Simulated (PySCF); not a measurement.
# quartet GaHCl at UB3LYP/STO-3G

Wanted: the energy of quartet GaHCl. Input form: a Python script.

The calculation is run with PySCF 2.14.0.

31 further runs of the same task are left out: 16 that didn't finish, 15 set aside as unsound or not needed.

## 1. The system as given

GaHCl has 3 atoms, charge 0, and is taken as a quartet. SMILES of the parent species: `[Cl][GaH]`. The coordinates come from a PBE0-D4/def2-TZVP relaxation. That shape belongs to the parent species and isn't relaxed for this state.

Bond lengths: Cl1–Ga2 2.168 Å, Ga2–H3 1.604 Å. Angles: Cl1–Ga2–H3 115.5°.

## 2. The energy at UB3LYP/STO-3G

Contents of calc.py:

```python
from pyscf import gto, dft

system = gto.M(
    atom='''
Cl     1.530700    -0.191300     0.805700
Ga    -0.331100    -0.583500    -0.232800
H     -1.210500     0.710000    -0.586300
''',
    basis='sto-3g',
    verbose=4,
    max_memory=1860,
    spin=3,
)

mf = dft.UKS(system)
mf.xc = 'b3lyp'
mf.conv_tol = 1e-10
mf.grids.level = 5
mf.kernel()
if not mf.converged:
    mf = mf.newton().run(mf.mo_coeff, mf.mo_occ)

e_final = mf.e_tot
print(f'total energy: {e_final:.8f} hartree')
```

Run with:

```bash
$ OMP_NUM_THREADS=1 python calc.py
```

Standard output:

```text
PySCF version 2.14.0

[INPUT] num. atoms = 3
[INPUT] num. electrons = 49
[INPUT] charge = 0
[INPUT] spin (= nelec alpha-beta = 2S) = 3
[INPUT] symmetry False subgroup None
[INPUT] Mole.unit = angstrom
[INPUT] Symbol           X                Y                Z      unit          X                Y                Z       unit  Magmom
[INPUT]  1 Cl     1.530700000000  -0.191300000000   0.805700000000 AA    2.892603778872  -0.361504607629   1.522552338562 Bohr   0.0
[INPUT]  2 Ga    -0.331100000000  -0.583500000000  -0.232800000000 AA   -0.625688319843  -1.102655193684  -0.439928241799 Bohr   0.0
[INPUT]  3 H     -1.210500000000   0.710000000000  -0.586300000000 AA   -2.287513473786   1.341705548441  -1.107946426832 Bohr   0.0

nuclear repulsion = 141.693116436539
number of shells = 14
number of NR pGTOs = 84
number of NR cGTOs = 28
basis = sto-3g
ecp = {}

[... 54 lines left out ...]
WARN: HOMO -0.132617364154662 >= LUMO -0.143476691613999
[... 17 lines left out ...]
WARN: HOMO -0.133643724373105 >= LUMO -0.148817347649487
[... 17 lines left out ...]
WARN: HOMO -0.132451854472457 >= LUMO -0.134339483976738
[... 18 lines left out ...]
WARN: HOMO -0.133474588507029 >= LUMO -0.1492221140554
[... 17 lines left out ...]
WARN: HOMO -0.133482139481694 >= LUMO -0.149076132721416
[... 17 lines left out ...]
WARN: HOMO -0.133494147370684 >= LUMO -0.149011088999777
[... 2 lines left out ...]
SCF not converged.
[... 52 lines left out ...]
WARN: HOMO -0.133545975101435 >= LUMO -0.149469077144026
[... 18 lines left out ...]
WARN: HOMO -0.13618864879988182 > LUMO -0.1514994993230284 was found in the canonicalized orbitals.

converged SCF energy = -2357.96157807381  <S^2> = 3.7513258  2S+1 = 4.0006629
total energy: -2357.96157807 hartree
```

Wall time 70 s (1 thread of Intel Xeon Platinum 8259CL at 2.50GHz (Skylake/Cascade Lake), shared host); peak memory 0.35 GiB.

## 3. What came out

At UB3LYP/STO-3G:

| quantity | value |
| --- | --- |
| total energy | -2357.96158 Eh |
| dipole moment | 1.52 D |
| HOMO energy (highest over α and β) | -3.71 eV |
| ⟨S²⟩ | 3.751 |

What this shows: The run may have ended on a state above the lowest. Mulliken charges run from -0.20 on Cl1 to +0.18 on Ga2; they depend strongly on the basis.
